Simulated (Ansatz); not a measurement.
# C₂H₈ClN₂Nb: up Jacob's ladder to CCSD(T)

An exercise on one series of results from a longer session: the logs are not shown, and one member is left open.

Method: functionals in def2-TZVPP, the program's frozen cores in correlated methods; program: Ansatz 0.2.0, Gaussian basis.

The runs, in order: LDA (SPW92), PBE-D4, revPBE-D4, BLYP-D4, r2SCAN-D4, B97M-V, PBE0-D4, B3LYP-D4, r2SCANh-D4, r2SCAN0-D4, HSE06-D4, BHLYP-D4, CAM-B3LYP-D4, LC-ωPBE, ωB97X-V, ωB97M-V, B2PLYP, PBE-QIDH; CCSD(T)/def2-SVP; CCSD(T)/def2-TZVPP; MP2/def2-QZVPP; extrapolation to the limit; RPA on PBE.

## The relaxed structure

All runs share one geometry, relaxed beforehand with PBE0-D4 in a triple-zeta def2 set. Nb takes the def2 core potential; no spin-orbit term is included.

SMILES `C[N]=[Nb]([CH3])([NH2])[Cl]`, 14 atoms, charge 0, spin multiplicity 1.

Atoms are counted from 1 here; the program's logs count them from 0.

Bond lengths: C1–N2 1.420 Å, C1–H7 1.095 Å, C1–H8 1.095 Å, C1–H9 1.095 Å, N2–Nb3 1.738 Å, Nb3–C4 2.159 Å, Nb3–N5 1.960 Å, Nb3–Cl6 2.333 Å, C4–H10 1.097 Å, C4–H11 1.097 Å, C4–H12 1.092 Å, N5–H13 1.013 Å, N5–H14 1.008 Å. Angles: N2–C1–H7 111.2°, N2–C1–H8 110.6°, N2–C1–H9 110.6°, H7–C1–H8 108.1°, H7–C1–H9 108.3°, H8–C1–H9 107.9°, C1–N2–Nb3 174.5°, N2–Nb3–C4 102.7°, N2–Nb3–N5 104.0°, N2–Nb3–Cl6 113.4°, C4–Nb3–N5 107.2°, C4–Nb3–Cl6 110.8°, N5–Nb3–Cl6 117.5°, Nb3–C4–H10 109.9°, Nb3–C4–H11 108.4°, Nb3–C4–H12 113.3°, H10–C4–H11 108.3°, H10–C4–H12 108.7° and more.

Set-up of the first run:

Contents of in.yaml:

```yaml
crystal:
  periodic: [false, false, false]
  atoms:
    - {symbol: C, position_ang: [-2.078132, -1.156535, 0.655150]}
    - {symbol: N, position_ang: [-1.027942, -0.328197, 0.179104]}
    - {symbol: Nb, position_ang: [0.176054, 0.691066, -0.550248]}
    - {symbol: C, position_ang: [1.845562, -0.653524, -0.805195]}
    - {symbol: N, position_ang: [0.657697, 1.949406, 0.873596]}
    - {symbol: Cl, position_ang: [-0.486108, 1.587064, -2.600376]}
    - {symbol: H, position_ang: [-2.942179, -1.124595, -0.016806]}
    - {symbol: H, position_ang: [-2.406753, -0.830914, 1.648145]}
    - {symbol: H, position_ang: [-1.743599, -2.196318, 0.734691]}
    - {symbol: H, position_ang: [2.715423, -0.101818, -1.182584]}
    - {symbol: H, position_ang: [1.570189, -1.411386, -1.548258]}
    - {symbol: H, position_ang: [2.130153, -1.169112, 0.114281]}
    - {symbol: H, position_ang: [1.294624, 2.721777, 0.718794]}
    - {symbol: H, position_ang: [0.281912, 1.993985, 1.808308]}
basis:
  gaussian: {orbitals: def2-TZVPP}
hamiltonian: {xc: lda}
output: {orbitals: {seedname: orbitals}}
```

Launch:

```
$ ansatz run in.yaml --threads 2 --pin off --events-out ev --progress --plain --max-ram 20480MiB --backend cuda --devices 0, --max-vram 18GiB
```

Among the steps run: LDA; PBE-D4 (GGA); revPBE-D4 (GGA); BLYP-D4 (GGA); r2SCAN-D4 (meta-GGA); B97M-V (meta-GGA); PBE0-D4 (hybrid); B3LYP-D4 (hybrid); r2SCANh-D4 (hybrid); r2SCAN0-D4 (hybrid); HSE06-D4 (hybrid); BHLYP-D4 (hybrid); CAM-B3LYP-D4 (range-separated); LC-ωPBE (range-separated); ωB97X-V (range-separated); ωB97M-V (range-separated); B2PLYP (double hybrid); PBE-QIDH (double hybrid).

One table of the session follows, with a row left open; its other results are not shown here.

It belongs to the step «Frontier levels by functional». 

```
  functional  HOMO (eV)  gap (eV)
 LDA (SPW92)      -6.22      3.88
      PBE-D4      -6.07      3.94
   revPBE-D4      -6.01      3.96
     BLYP-D4          ?         ?
   r2SCAN-D4      -6.31      4.32
      B97M-V      -6.37      4.38
     PBE0-D4      -7.35      6.06
    B3LYP-D4      -7.12      5.60
  r2SCANh-D4      -6.79      5.11
  r2SCAN0-D4      -7.52      6.31
    HSE06-D4      -6.95      5.28
    BHLYP-D4      -8.51      8.20
CAM-B3LYP-D4      -8.71      8.50
     LC-ωPBE     -10.09     11.02
     ωB97X-V      -9.73     10.57
     ωB97M-V      -9.63     10.39
```

**Question.** Estimate the row for BLYP-D4.

Worked estimate for «HOMO (eV)». Against the share of exact exchange, B3LYP-D4 (0.2, -7.12), BHLYP-D4 (0.5, -8.51) give a slope of -4.63 per unit share; at 0 the line stands at -6.19.

As computed: HOMO (eV): -5.93; gap (eV): 3.91. In «HOMO (eV)» the line misses by -0.26.
